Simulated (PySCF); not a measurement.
# FLaO (La(O)(F)): the cost of one run

Program: PySCF 2.14.0. Level of theory: PBE0, La def2-SVP with ECP46, O def2-SVP, F def2-SVP; scalar-relativistic core potentials, no spin–orbit coupling. These are calculated values, not measurements.

1 further run of the same task is left out (for a known fault of the program).

## Step 1: Where the work starts

3 atoms, charge 0, spin multiplicity 1.

Bond lengths: La1–O2 1.894 Å, La1–F3 2.184 Å. Angles: O2–La1–F3 131.8°.

As a file:

```xyz
3

La    0.00000    0.00000    0.00000
O     1.72910    0.00000    0.77380
F    -1.99380    0.00000    0.89230
```

Formal oxidation states: La +3.

## Step 2: SCF at the start, singlet

The input, run.py (the lines that set the calculation):

```python
mol = gto.M(atom='''
La     0.00000     0.00000     0.00000
O      1.72910     0.00000     0.77380
F     -1.99380     0.00000     0.89230''',
    basis={'La': 'def2-SVP', 'O': 'def2-SVP', 'F': 'def2-SVP'},
    ecp={'La': 'def2-SVP'},
    charge=0, spin=0)
mf = dft.RKS(mol, xc='PBE0')
mf.grids.atom_grid = (50, 194)  # f atoms: unpruned, at least (60, 302)
mf = mf.density_fit()  # fitting sets: La def2-universal-JKFIT, O def2-universal-JKFIT, F def2-universal-JKFIT
mf.conv_tol = 1e-08; mf.max_cycle = 55
mf.kernel(dm0)  # dm0: free metal ions and neutral atoms
```

The run is started by

```console
> OMP_NUM_THREADS=2 python run.py
```

What time and memory should one allow on 2 threads of Intel Xeon 6975P-C (Granite Rapids), shared host?

About 2.1 s, with a peak of 0.31 GiB.
